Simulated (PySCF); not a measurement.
# C3H7NOSi3 (triplet): open-shell or spin-flip excitations

What do calculations give for the open-shell or spin-flip excitations of C3H7NOSi3 (triplet) (`N#CC#C[Si@H]([SiH3])O[SiH3]`)?

Programs: PySCF 2.14.0, with routines of our own; each step states its level. All values are computed. Atoms count from 0.

### Step 1. The starting structure

15 atoms, charge 0, multiplicity 3; geometry from: GFN2-xTB.

### Step 2. Open-shell or spin-flip excitations: unrestricted TDDFT CAM-B3LYP/def2-SVPD

The job: settings as JSON, then the geometry in Å.

```
{"job": {"kind": "uabs", "xc": "CAM-B3LYP", "basis": "def2-SVPD", "nstates": 10, "tda": false}, "charge": 0, "multiplicity": 3}
N      4.494024    -1.127335    -1.956339
C      3.524793    -0.849704    -1.367940
C      2.433013    -0.574858    -0.656417
C      1.298781    -0.201678    -0.249890
Si     0.175659    -0.080339     1.173189
Si    -0.975395    -1.901657    -0.036586
O     -0.843012     1.170875     0.978337
Si    -1.470926     2.417539     0.154395
H     -0.126913    -0.314828     2.605160
H     -1.314485    -1.613534    -1.421422
H     -0.070457    -3.030034     0.126200
H     -2.193814    -2.060862     0.755128
H     -0.428294     3.425918     0.006393
H     -2.578046     2.845949     1.003943
H     -1.929342     1.902537    -1.136064
```

Method: unrestricted TDDFT CAM-B3LYP/def2-SVPD, vertical, gas phase, core orbitals frozen in the response.

On the command line:

```console
OMP_NUM_THREADS=2 python excited_run.py task.json out
```

One launch serves the whole session: the jobs run in the order shown.

What it wrote:

```text
coarse grid: 14624 points
cycle   1  E = -1115.9218014570  dE =  1.039e+00  |g| = 6.112e-01  |ddm| = 8.185e+00
cycle   2  E = -1115.6959229893  dE =  2.259e-01  |g| = 9.677e-01  |ddm| = 2.547e+00
cycle   3  E = -1116.1009509454  dE = -4.050e-01  |g| = 1.166e-01  |ddm| = 1.494e+00
cycle   4  E = -1116.1059817670  dE = -5.031e-03  |g| = 8.270e-02  |ddm| = 3.533e-01
cycle   5  E = -1116.1099794075  dE = -3.998e-03  |g| = 1.935e-02  |ddm| = 1.558e-01
cycle   6  E = -1116.1103711560  dE = -3.917e-04  |g| = 1.204e-02  |ddm| = 5.438e-02
cycle   7  E = -1116.1106258695  dE = -2.547e-04  |g| = 5.603e-03  |ddm| = 4.503e-02
cycle   8  E = -1116.1107978613  dE = -1.720e-04  |g| = 3.645e-03  |ddm| = 4.437e-02
cycle   9  E = -1116.1108592994  dE = -6.144e-05  |g| = 2.815e-03  |ddm| = 2.587e-02
cycle  10  E = -1116.1108986164  dE = -3.932e-05  |g| = 1.295e-03  |ddm| = 2.452e-02
cycle  11  E = -1116.1109165763  dE = -1.796e-05  |g| = 7.323e-04  |ddm| = 1.955e-02
cycle  12  E = -1116.1109210371  dE = -4.461e-06  |g| = 5.323e-04  |ddm| = 8.371e-03
final grid: 129208 points
cycle  13  E = -1116.2709024712  dE = -1.654e-05  |g| = 1.155e-03  |ddm| = 1.177e-01
cycle  14  E = -1116.2709031031  dE = -6.318e-07  |g| = 1.511e-03  |ddm| = 8.527e-03
cycle  15  E = -1116.2709042912  dE = -1.188e-06  |g| = 3.753e-04  |ddm| = 2.293e-03
cycle  16  E = -1116.2709048013  dE = -5.101e-07  |g| = 3.214e-04  |ddm| = 2.330e-03
cycle  17  E = -1116.2709052178  dE = -4.165e-07  |g| = 2.201e-04  |ddm| = 1.837e-03
cycle  18  E = -1116.2709057269  dE = -5.091e-07  |g| = 1.315e-04  |ddm| = 3.078e-03
cycle  19  E = -1116.2709059615  dE = -2.346e-07  |g| = 5.949e-05  |ddm| = 2.987e-03
cycle  20  E = -1116.2709059888  dE = -2.729e-08  |g| = 4.738e-05  |ddm| = 7.917e-04
cycle  21  E = -1116.2709059989  dE = -1.013e-08  |g| = 2.223e-05  |ddm| = 4.463e-04
cycle  22  E = -1116.2709060024  dE = -3.472e-09  |g| = 1.308e-05  |ddm| = 2.519e-04
cycle  23  E = -1116.2709060035  dE = -1.085e-09  |g| = 7.408e-06  |ddm| = 1.319e-04
cycle  24  E = -1116.2709060038  dE = -3.211e-10  |g| = 6.003e-06  |ddm| = 7.183e-05
converged SCF energy = -1116.2709060038

Static polarisability (au): isotropic 159.709, principal 104.853 123.660 250.613

<S^2> of the reference = 2.0464 (exact 2.0000)

Excitations
state   eV       nm        f      <S^2>   main configurations
  1   1.0219   1213.3   0.00117   2.039   Ha->La 0.89
  2   1.2942    958.0   0.00178   2.071   Hb->Lb 0.87
  3   1.7660    702.1   0.03764   2.065   H-1b->Lb 0.82
  4   2.7657    448.3   0.03691   2.085   Ha->L+1a 0.83
  5   3.2155    385.6   0.06941   2.115   Ha->L+2a 0.64, H-2b->Lb 0.11
  6   3.5147    352.8   0.02812   2.067   H-2b->Lb 0.70, Ha->L+2a 0.14
  7   3.5837    346.0   0.00176   2.955   Hb->L+1b 0.32, H-1a->La 0.23, H-2a->La 0.13
  8   4.0060    309.5   0.02443   2.104   Ha->L+4a 0.34, Ha->L+3a 0.34
  9   4.1441    299.2   0.01422   2.211   H-3b->Lb 0.54, H-5b->Lb 0.14
 10   4.2469    291.9   0.01277   2.375   H-6b->Lb 0.31, H-5b->Lb 0.19, Hb->L+2b 0.14
```

Run time: 4.2 min. Hardware: 2 threads of Arm Neoverse N1, shared host; peak memory 1 GiB.

From this job:

| quantity | value |
| --- | --- |
| ⟨S²⟩ | 2.046 |

Löwdin spin populations:

N0 0.36; C1 0.01; C2 0.46; C3 0.28; Si4 0.33; Si5 0.29; O6 0.07; Si7 0.00; H8 0.11; H9 0.01; H10 0.02; H11 0.06; H12 0.00; H13 0.00; H14 0.00

With diffuse functions Löwdin's scheme smears the spin, so small populations can have the wrong sign.

### Step 3. Open-shell or spin-flip excitations: collinear spin-flip TDA CAM-B3LYP/def2-SVP

Settings changed since step 2:

```diff
@@ -1,2 +1,2 @@
-{"job": {"kind": "uabs", "xc": "CAM-B3LYP", "basis": "def2-SVPD", "nstates": 10, "tda": false}, "charge": 0, "multiplicity": 3}
+{"job": {"kind": "uabs", "xc": "CAM-B3LYP", "basis": "def2-SVP", "nstates": 8, "spin_flip": true}, "charge": 0, "multiplicity": 3}
 N      4.494024    -1.127335    -1.956339
```

With the program's defaults for keys left out, this is: collinear spin-flip TDA CAM-B3LYP/def2-SVP, vertical, gas phase, core orbitals frozen in the response.

What it wrote:

```text
coarse grid: 14624 points
cycle   1  E = -1115.8924367389  dE =  1.050e+00  |g| = 6.204e-01  |ddm| = 3.414e+00
cycle   2  E = -1115.6657455097  dE =  2.267e-01  |g| = 9.700e-01  |ddm| = 1.712e+00
cycle   3  E = -1116.0773300917  dE = -4.116e-01  |g| = 1.185e-01  |ddm| = 1.087e+00
cycle   4  E = -1116.0828007685  dE = -5.471e-03  |g| = 8.184e-02  |ddm| = 2.095e-01
cycle   5  E = -1116.0868045877  dE = -4.004e-03  |g| = 1.889e-02  |ddm| = 1.005e-01
cycle   6  E = -1116.0872030036  dE = -3.984e-04  |g| = 1.212e-02  |ddm| = 3.906e-02
cycle   7  E = -1116.0874813871  dE = -2.784e-04  |g| = 5.662e-03  |ddm| = 3.908e-02
cycle   8  E = -1116.0876603151  dE = -1.789e-04  |g| = 3.780e-03  |ddm| = 3.537e-02
cycle   9  E = -1116.0877275775  dE = -6.726e-05  |g| = 2.840e-03  |ddm| = 2.181e-02
cycle  10  E = -1116.0877711989  dE = -4.362e-05  |g| = 1.321e-03  |ddm| = 2.064e-02
cycle  11  E = -1116.0877904288  dE = -1.923e-05  |g| = 7.551e-04  |ddm| = 1.712e-02
cycle  12  E = -1116.0877953178  dE = -4.889e-06  |g| = 5.568e-04  |ddm| = 7.747e-03
final grid: 129208 points
cycle  13  E = -1116.2479189411  dE = -1.484e-05  |g| = 1.173e-03  |ddm| = 2.829e-02
cycle  14  E = -1116.2479196002  dE = -6.591e-07  |g| = 1.528e-03  |ddm| = 4.165e-03
cycle  15  E = -1116.2479208196  dE = -1.219e-06  |g| = 3.799e-04  |ddm| = 1.775e-03
cycle  16  E = -1116.2479213446  dE = -5.249e-07  |g| = 3.245e-04  |ddm| = 1.665e-03
cycle  17  E = -1116.2479218067  dE = -4.621e-07  |g| = 2.274e-04  |ddm| = 1.701e-03
cycle  18  E = -1116.2479223269  dE = -5.203e-07  |g| = 1.317e-04  |ddm| = 2.801e-03
cycle  19  E = -1116.2479225517  dE = -2.247e-07  |g| = 6.355e-05  |ddm| = 2.525e-03
cycle  20  E = -1116.2479225770  dE = -2.538e-08  |g| = 4.754e-05  |ddm| = 6.146e-04
cycle  21  E = -1116.2479225895  dE = -1.251e-08  |g| = 2.291e-05  |ddm| = 4.681e-04
cycle  22  E = -1116.2479225931  dE = -3.561e-09  |g| = 1.369e-05  |ddm| = 2.186e-04
cycle  23  E = -1116.2479225943  dE = -1.237e-09  |g| = 8.225e-06  |ddm| = 1.123e-04
cycle  24  E = -1116.2479225947  dE = -3.506e-10  |g| = 6.158e-06  |ddm| = 7.156e-05
converged SCF energy = -1116.2479225947

<S^2> of the reference = 2.0461 (exact 2.0000)

Spin-flip excitations, energies against the reference
state   eV       nm        f      <S^2>   main configurations
  1  -2.0598        -   0.00000   0.075   Ha->Lb 0.98
  2   0.7536    440.7   0.00043   2.034   H-1a->Lb 0.62, Ha->L+1b 0.31
  3   0.8926    419.9   0.01115   0.206   Ha->L+1b 0.65, H-1a->Lb 0.32
  4   1.6480    334.4   0.10870   1.033   Ha->L+2b 0.66, H-2a->Lb 0.14, H-3a->Lb 0.08
  5   2.1813    292.3   0.11709   1.028   H-2a->Lb 0.70, H-3a->Lb 0.12, Ha->L+2b 0.08
  6   2.7565    257.4   0.59558   0.993   H-3a->Lb 0.61, Ha->L+2b 0.19
  7   3.3137    230.7   0.31070   1.053   Ha->L+3b 0.68, Ha->L+4b 0.12
  8   3.5853    219.6   0.05586   1.060   H-4a->Lb 0.79
```

It took 53 s on 2 threads of Arm Neoverse N1, shared host; peak memory 0.83 GiB.

The ⟨S²⟩ below is that of the reference state, of multiplicity 3.

In short:

| quantity | value |
| --- | --- |
| low spin less high spin | -2.813 eV |
| ⟨S²⟩ | 2.046 |

### Step 4. Open-shell or spin-flip excitations: CAM-B3LYP/def2-SVPP+

Settings changed since step 3:

```diff
@@ -1,2 +1,2 @@
-{"job": {"kind": "uabs", "xc": "CAM-B3LYP", "basis": "def2-SVP", "nstates": 8, "spin_flip": true}, "charge": 0, "multiplicity": 3}
+{"job": {"kind": "uabs", "xc": "CAM-B3LYP", "basis": "def2-SVPP+", "nstates": 6, "tda": true, "scf": {"max_cycle": 8}}, "charge": 0, "multiplicity": 3}
 N      4.494024    -1.127335    -1.956339
```

Method: CAM-B3LYP/def2-SVPP+.

What it wrote:

```text
KeyError: 'Basis set def2-SVPP+ does not exist'
```

It took 0.01 s on 2 threads of Arm Neoverse N1, shared host.

**What went wrong.** The input was refused with the message shown. The remedy is to check the setting that the message names.

### Step 5. Outcome

```
                                                                                              quantity                               value
lowest and brightest state of nearly pure spin, of 10 (step 2, unrestricted TDDFT CAM-B3LYP/def2-SVPD)         1.02 eV; 3.22 eV, f = 0.069
                          low spin less high spin (step 3, collinear spin-flip TDA CAM-B3LYP/def2-SVP)                           -2.813 eV
                                                                                                  runs  1 failed, 0 ended on unsound input
```

**Reading.** States whose ⟨S²⟩ lies well above the reference's are mixtures of spin states, an artefact of the unrestricted response, and are left out of the summary.
